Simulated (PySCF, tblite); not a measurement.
# C6H9NO: a rotation path, then NMR shifts on frames, part 2 of 2

tblite 0.8.0 and PySCF 2.14.0. Atoms count from 0. Earlier steps stand in the parts before.

### 5 NMR shieldings: image 4, PBE0/pcSseg-1

Job settings and geometry (Å):

```
{"job": {"kind": "nmr", "xc": "PBE0", "basis": "pcSseg-1", "pop": false}, "charge": 0, "multiplicity": 1}
C      2.510800     0.745700     0.185900
C      1.226100     0.763900     0.482300
C      0.440000    -0.461200     0.856700
C     -0.572200    -0.778800    -0.212600
C     -0.399100    -1.709700    -1.134500
N     -1.780300    -0.013300    -0.171200
C     -1.948200     1.191200    -0.755600
O     -1.110000     1.817300    -1.347600
H      3.090100    -0.163400     0.212000
H      3.041500     1.639600    -0.092700
H      0.662500     1.683400     0.430100
H     -0.084700    -0.285400     1.800300
H      1.113600    -1.310200     0.976000
H      0.492300    -2.310100    -1.156400
H     -1.133500    -1.899700    -1.898200
H     -2.571900    -0.459900     0.266100
H     -2.984200     1.562700    -0.616900
```

Method: GIAO PBE0/pcSseg-1 NMR shielding, non-relativistic, gas phase.

What it wrote:

```text
coarse grid: 14248 points
cycle   1  E = -363.2960046302  dE =  1.270e+00  |g| = 8.814e-01  |ddm| = 3.693e+00
cycle   2  E = -362.6891563511  dE =  6.068e-01  |g| = 1.929e+00  |ddm| = 2.577e+00
cycle   3  E = -363.4510542153  dE = -7.619e-01  |g| = 2.094e-01  |ddm| = 2.028e+00
cycle   4  E = -363.4597714477  dE = -8.717e-03  |g| = 8.835e-02  |ddm| = 2.184e-01
cycle   5  E = -363.4613405858  dE = -1.569e-03  |g| = 2.136e-02  |ddm| = 6.701e-02
cycle   6  E = -363.4614304874  dE = -8.990e-05  |g| = 6.248e-03  |ddm| = 1.617e-02
cycle   7  E = -363.4614386177  dE = -8.130e-06  |g| = 1.430e-03  |ddm| = 6.037e-03
final grid: 137800 points
cycle   8  E = -363.5181809294  dE = -2.311e-05  |g| = 1.336e-02  |ddm| = 3.182e-02
cycle   9  E = -363.5180956547  dE =  8.527e-05  |g| = 2.497e-02  |ddm| = 2.701e-02
cycle  10  E = -363.5182163145  dE = -1.207e-04  |g| = 3.040e-03  |ddm| = 1.883e-02
cycle  11  E = -363.5182184319  dE = -2.117e-06  |g| = 2.319e-04  |ddm| = 2.598e-03
cycle  12  E = -363.5182184369  dE = -4.944e-09  |g| = 1.845e-04  |ddm| = 3.220e-04
cycle  13  E = -363.5182184449  dE = -8.023e-09  |g| = 3.301e-05  |ddm| = 1.635e-04
cycle  14  E = -363.5182184451  dE = -2.184e-10  |g| = 1.404e-05  |ddm| = 3.566e-05
converged SCF energy = -363.5182184451

GIAO shielding tensors (ppm)
atom      isotropic    diamagn.    paramagn.     s11        s22        s33       span
  0 C       67.039     253.678    -186.639    -41.192     85.613    156.695    197.888
  1 C       40.005     257.475    -217.470    -85.769     43.502    162.283    248.052
  2 C      135.293     245.621    -110.327    120.606    133.862    151.412     30.807
  3 C       32.781     258.303    -225.522    -93.355     69.768    121.931    215.286
  4 C       62.391     252.837    -190.446    -45.881     83.303    149.751    195.632
  5 N      113.934     332.089    -218.156     10.541    132.379    198.880    188.339
  6 C       25.894     244.148    -218.253    -73.278     58.619     92.342    165.619
  7 O      -93.220     403.552    -496.772   -404.119   -206.412    330.871    734.990
  8 H       26.406      31.680      -5.274     23.159     25.846     30.214      7.055
  9 H       26.455      29.639      -3.184     23.865     25.191     30.309      6.445
 10 H       24.993      32.894      -7.901     22.229     23.602     29.149      6.920
 11 H       28.856      30.835      -1.980     26.135     28.018     32.414      6.279
 12 H       28.757      33.029      -4.273     25.930     28.340     32.000      6.069
 13 H       26.128      32.227      -6.099     23.102     25.028     30.255      7.153
 14 H       26.284      30.711      -4.426     22.785     25.332     30.736      7.950
 15 H       26.128      33.625      -7.497     22.484     25.944     29.958      7.474
 16 H       23.525      25.768      -2.243     20.126     23.166     27.284      7.159
```

It took 21 s on 1 thread of Arm Neoverse V2, shared host; peak memory 0.86 GiB.

In short: δ C6 161.0, C3 154.1, C1 146.9, C4 124.5, H16 8.19, H10 6.72 ppm.

### 6 Nuclear shieldings: image 6, PBE0/pcSseg-1

Job settings and geometry (Å):

```
{"job": {"kind": "nmr", "xc": "PBE0", "basis": "pcSseg-1", "pop": false}, "charge": 0, "multiplicity": 1}
C      2.573400     0.690900     0.341100
C      1.289300     0.705200     0.641500
C      0.471500    -0.531600     0.885700
C     -0.550500    -0.682600    -0.211800
C     -0.398000    -1.489800    -1.249800
N     -1.688800     0.142500    -0.068700
C     -2.199100     0.934500    -1.040200
O     -1.759900     1.072000    -2.150200
H      3.126000    -0.231000     0.262400
H      3.130500     1.594900     0.164300
H      0.750200     1.641500     0.702400
H     -0.036300    -0.447500     1.851400
H      1.119200    -1.407000     0.902400
H      0.486000    -2.092000    -1.353600
H     -1.134600    -1.559000    -2.029300
H     -2.086700     0.196700     0.857800
H     -3.099300     1.474200    -0.681900
```

With the program's defaults for keys left out, this is: GIAO PBE0/pcSseg-1 NMR shielding, non-relativistic, gas phase.

What it wrote:

```text
coarse grid: 14248 points
cycle   1  E = -363.2931396866  dE =  1.287e+00  |g| = 8.930e-01  |ddm| = 3.684e+00
cycle   2  E = -362.6457648990  dE =  6.474e-01  |g| = 1.980e+00  |ddm| = 2.589e+00
cycle   3  E = -363.4540310780  dE = -8.083e-01  |g| = 2.076e-01  |ddm| = 2.040e+00
cycle   4  E = -363.4626826625  dE = -8.652e-03  |g| = 9.013e-02  |ddm| = 2.255e-01
cycle   5  E = -363.4643519063  dE = -1.669e-03  |g| = 2.101e-02  |ddm| = 7.032e-02
cycle   6  E = -363.4644360921  dE = -8.419e-05  |g| = 6.716e-03  |ddm| = 1.579e-02
cycle   7  E = -363.4644453211  dE = -9.229e-06  |g| = 1.969e-03  |ddm| = 6.490e-03
final grid: 137800 points
cycle   8  E = -363.5219620638  dE = -2.553e-05  |g| = 1.380e-02  |ddm| = 3.547e-02
cycle   9  E = -363.5218769595  dE =  8.510e-05  |g| = 2.547e-02  |ddm| = 2.604e-02
cycle  10  E = -363.5219989809  dE = -1.220e-04  |g| = 3.098e-03  |ddm| = 1.802e-02
cycle  11  E = -363.5220011317  dE = -2.151e-06  |g| = 4.225e-04  |ddm| = 2.712e-03
cycle  12  E = -363.5220011617  dE = -3.005e-08  |g| = 2.475e-04  |ddm| = 5.197e-04
cycle  13  E = -363.5220011772  dE = -1.543e-08  |g| = 3.941e-05  |ddm| = 2.416e-04
cycle  14  E = -363.5220011775  dE = -3.124e-10  |g| = 1.600e-05  |ddm| = 4.391e-05
converged SCF energy = -363.5220011775

GIAO shielding tensors (ppm)
atom      isotropic    diamagn.    paramagn.     s11        s22        s33       span
  0 C       64.260     253.579    -189.320    -45.954     81.430    157.302    203.256
  1 C       42.735     257.634    -214.899    -82.878     49.486    161.596    244.473
  2 C      137.923     246.792    -108.869    124.893    136.563    152.314     27.420
  3 C       42.030     259.118    -217.088    -78.099     73.279    130.909    209.008
  4 C       69.191     253.520    -184.329    -39.187     88.440    158.321    197.509
  5 N      105.255     333.455    -228.200      1.425    127.810    186.530    185.105
  6 C       27.121     243.943    -216.822    -74.430     63.849     91.945    166.375
  7 O     -101.434     401.687    -503.121   -442.213   -209.613    347.525    789.738
  8 H       26.240      31.527      -5.287     22.778     25.785     30.158      7.379
  9 H       26.348      29.619      -3.271     23.623     25.294     30.126      6.502
 10 H       25.383      33.105      -7.721     22.437     24.439     29.274      6.838
 11 H       29.227      31.620      -2.394     26.413     28.343     32.925      6.512
 12 H       28.874      33.072      -4.198     26.294     28.178     32.149      5.856
 13 H       26.223      32.539      -6.317     23.055     25.304     30.309      7.253
 14 H       26.213      31.015      -4.802     23.217     24.617     30.807      7.590
 15 H       26.496      35.488      -8.992     23.161     27.246     29.081      5.920
 16 H       23.391      25.786      -2.395     19.818     23.302     27.054      7.236
```

Run time: 20 s. Hardware: 1 thread of Arm Neoverse V2, shared host; peak memory 0.85 GiB.

In short: δ C6 159.8, C3 144.9, C1 144.2, C0 122.7, H16 8.33, H10 6.33 ppm.

### 7 NMR shieldings: image 8, PBE0/pcSseg-1

Job settings and geometry (Å):

```
{"job": {"kind": "nmr", "xc": "PBE0", "basis": "pcSseg-1", "pop": false}, "charge": 0, "multiplicity": 1}
C      2.670100     0.639300     0.575100
C      1.362200     0.674800     0.741900
C      0.490000    -0.545300     0.813100
C     -0.493200    -0.557300    -0.332000
C     -0.373700    -1.359200    -1.381300
N     -1.523800     0.385500    -0.177700
C     -2.511500     0.691900    -1.052500
O     -2.711100     0.199900    -2.131400
H      3.204400    -0.292700     0.492800
H      3.263400     1.535900     0.517400
H      0.850900     1.626400     0.818900
H     -0.056300    -0.549300     1.762700
H      1.108300    -1.441000     0.768300
H      0.446500    -2.051000    -1.446400
H     -1.075700    -1.342400    -2.192900
H     -1.499800     0.902700     0.689100
H     -3.158000     1.493900    -0.641600
```

Level: GIAO PBE0/pcSseg-1 NMR shielding, non-relativistic, gas phase.

What it wrote:

```text
coarse grid: 14248 points
cycle   1  E = -363.2994792455  dE =  1.295e+00  |g| = 8.878e-01  |ddm| = 3.689e+00
cycle   2  E = -362.6713149336  dE =  6.282e-01  |g| = 1.954e+00  |ddm| = 2.507e+00
cycle   3  E = -363.4593315601  dE = -7.880e-01  |g| = 2.081e-01  |ddm| = 1.967e+00
cycle   4  E = -363.4681480491  dE = -8.816e-03  |g| = 8.714e-02  |ddm| = 2.237e-01
cycle   5  E = -363.4697390218  dE = -1.591e-03  |g| = 2.000e-02  |ddm| = 6.778e-02
cycle   6  E = -363.4698256234  dE = -8.660e-05  |g| = 5.873e-03  |ddm| = 1.742e-02
cycle   7  E = -363.4698328350  dE = -7.212e-06  |g| = 1.587e-03  |ddm| = 5.044e-03
final grid: 137800 points
cycle   8  E = -363.5272752506  dE = -2.937e-05  |g| = 1.312e-02  |ddm| = 3.720e-02
cycle   9  E = -363.5271897028  dE =  8.555e-05  |g| = 2.466e-02  |ddm| = 2.598e-02
cycle  10  E = -363.5273100910  dE = -1.204e-04  |g| = 3.028e-03  |ddm| = 1.824e-02
cycle  11  E = -363.5273121666  dE = -2.076e-06  |g| = 2.073e-04  |ddm| = 2.482e-03
cycle  12  E = -363.5273121711  dE = -4.528e-09  |g| = 1.692e-04  |ddm| = 3.215e-04
cycle  13  E = -363.5273121779  dE = -6.783e-09  |g| = 4.252e-05  |ddm| = 1.624e-04
cycle  14  E = -363.5273121783  dE = -4.122e-10  |g| = 1.476e-05  |ddm| = 4.354e-05
converged SCF energy = -363.5273121783

GIAO shielding tensors (ppm)
atom      isotropic    diamagn.    paramagn.     s11        s22        s33       span
  0 C       63.531     252.944    -189.413    -47.026     80.384    157.235    204.260
  1 C       43.812     258.576    -214.764    -81.168     52.724    159.881    241.049
  2 C      138.383     247.257    -108.875    123.565    137.385    154.199     30.635
  3 C       42.416     257.813    -215.397    -72.459     67.635    132.072    204.531
  4 C       81.683     255.637    -173.954    -15.643     99.603    161.089    176.732
  5 N      100.962     333.588    -232.626    -27.361    143.892    186.355    213.716
  6 C       27.062     242.853    -215.792    -72.251     63.650     89.787    162.038
  7 O     -122.566     400.379    -522.946   -477.172   -226.090    335.562    812.734
  8 H       26.218      31.241      -5.023     22.784     25.697     30.172      7.388
  9 H       26.323      29.268      -2.945     23.564     25.216     30.188      6.623
 10 H       25.506      33.189      -7.683     22.592     24.244     29.683      7.090
 11 H       29.023      31.374      -2.351     26.292     27.970     32.806      6.514
 12 H       28.945      33.190      -4.245     25.954     28.794     32.087      6.133
 13 H       26.829      32.986      -6.157     24.541     25.072     30.874      6.333
 14 H       25.130      32.190      -7.060     20.757     25.595     29.039      8.282
 15 H       26.045      36.938     -10.894     22.530     26.846     28.758      6.228
 16 H       23.291      25.355      -2.064     18.690     23.836     27.346      8.656
```

It took 20 s on 1 thread of Arm Neoverse V2, shared host; peak memory 0.85 GiB.

Key values: δ C6 159.9, C3 144.5, C1 143.1, C0 123.4, H16 8.43, H14 6.59 ppm.

### 8 Comparing the runs: NMR shifts

Shifts (ppm) of some atoms, chosen among heavy atoms and hydrogens apart, with basis size and wall time:

| frame | C3 | C4 | C2 | H11 | H14 | N5 | O7 | functions | time |
| --- | --- | --- | --- | --- | --- | --- | --- | --- | --- |
| image 0 | 153.9 | 97.0 | 44.1 | 4.96 | 4.25 | 169.2 | 436.9 | 181 | 28 s |
| image 2 | 153.9 | 107.2 | 44.8 | 3.10 | 4.68 | 165.7 | 438.5 | 181 | 21 s |
| image 4 | 154.1 | 124.5 | 51.6 | 2.86 | 5.43 | 153.8 | 429.3 | 181 | 21 s |
| image 6 | 144.9 | 117.7 | 49.0 | 2.49 | 5.50 | 162.5 | 437.5 | 181 | 20 s |
| image 8 | 144.5 | 105.2 | 48.5 | 2.69 | 6.59 | 166.8 | 458.6 | 181 | 20 s |

### 9 Results

The summary covers parts 1 to 2.

| quantity | value |
| --- | --- |
| barrier | 0.245 eV (5.6 kcal/mol) at image 4 |
| end to end (GFN2-xTB) | 0.028 eV |
| 13C shifts against TMS (PBE0/pcSseg-1, image 0) | 159.6, 153.9, 147.0, 120.5, 97.0, 44.1 ppm |
| 1H shifts against TMS (PBE0/pcSseg-1, image 0) | 8.23, 6.55, 6.00, 5.37, 5.28, 4.96, 4.29, 4.25, 2.64 ppm |
| 15N shifts against NH3 (PBE0/pcSseg-1, image 0) | 169.2 ppm |
| 17O shifts against H2O (PBE0/pcSseg-1, image 0) | 436.9 ppm |
| surface potential, 1st and 99th percentile | -1.74 V and 2.29 V |
| range of the shift of O7 | 429.3 to 458.6 ppm |

**Reading.** Along the band the dihedral turns by 188°, and the top (dihedral 87°) lies 5.6 kcal/mol above the start (GFN2-xTB, rough), so at room temperature this motion is fast. Ends this close can change order at a higher level. The top was not checked by a frequency run. Shifts at one fixed geometry are not the observed spectrum, which averages over the motion. In the first frame run (image 0): Shielding is most anisotropic at O7 (span 766 ppm, paramagnetic term -505 ppm). By nearest atom (PBE0/pcSseg-1), the HOMO sits on C4 34 %; N5 17 % and the LUMO on C3, C4, C6 about 19 % each; O7 15 %. In ppm, O7 moves most: its shift spreads over 29.3 ppm, from 429.3 (image 4) to 458.6 (image 8).
